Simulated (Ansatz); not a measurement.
# Sn: a trigonal deformation path

This session takes Sn and sets out to look for other minima along a trigonal path.

Program: Ansatz 0.2.0. Level of theory: DFT r2SCAN, scalar-relativistic, plane waves, PAW. These are calculated values, not measurements.

### Step 1. The structure to begin with

It takes space group Im-3m (No. 229, cubic). Conventional cell: a = 3.789 Å, b = 3.789 Å, c = 3.789 Å, α = 90.00°, β = 90.00°, γ = 90.00°. Sn (site symmetry m-3m) has 8 Sn at 3.28 Å as nearest neighbours.

As a file:

```
CELL_PARAMETERS angstrom
-1.89465 1.89465 1.89465
1.89465 -1.89465 1.89465
1.89465 1.89465 -1.89465
ATOMIC_POSITIONS crystal
Sn 0.00000 0.00000 0.00000
```

It goes back to an entry of the Materials Project, which need not be the stable form.

No relaxation comes first: the listed cell is the starting point.

### Step 2. Zero of the scan

input.yaml

```yaml
crystal:
  lattice:
    - [-1.8946518192, 1.8946518192, 1.8946518192]
    - [1.8946518192, -1.8946518192, 1.8946518192]
    - [1.8946518192, 1.8946518192, -1.8946518192]
  atoms:
    - { symbol: Sn, position: [0.0, 0.0, 0.0] }
basis:
  ecutwfc: 500
kpoints:
  mp_grid: { grid: [20, 20, 20] }
hamiltonian:
  xc: r2scan
scf:
  occupations: { method: gaussian, width: 0.15 }
output:
  forces: true
  stress: true
  eigenvalues: true
  write_density: true
  write_potential: true
  elf: true
  volumetric_format: npy
```

Run with:

```console
ansatz run input.yaml --threads 1 --pin off --max-ram 2560MiB --backend cpu --events-out ev --progress --plain --runs-dir out
```

The session goes on with these runs: ρ = 0.500; point ρ = 2.000; At ρ = 0.710; point ρ = 1.410; point ρ = 0.600; point ρ = 0.850; ρ = 1.200; ρ = 1.700; At ρ = 0.930; point ρ = 1.080.

Q: Predict the outcome of this session. Wanted: highest point.

**Answer**, as computed:

| quantity | value |
| --- | --- |
| highest point | 4282.2 meV/atom at ρ = 0.500 |

In words: The undisturbed cell is not the lowest point: the energy is 90.9 meV/atom lower at ρ = 2.000; the cell was taken as given and not relaxed at this level. No further minimum shows among the sampled points. At ρ = 2.000 the cell takes another symmetry, Pm-3m, -90.9 meV/atom from the start at this fixed volume.
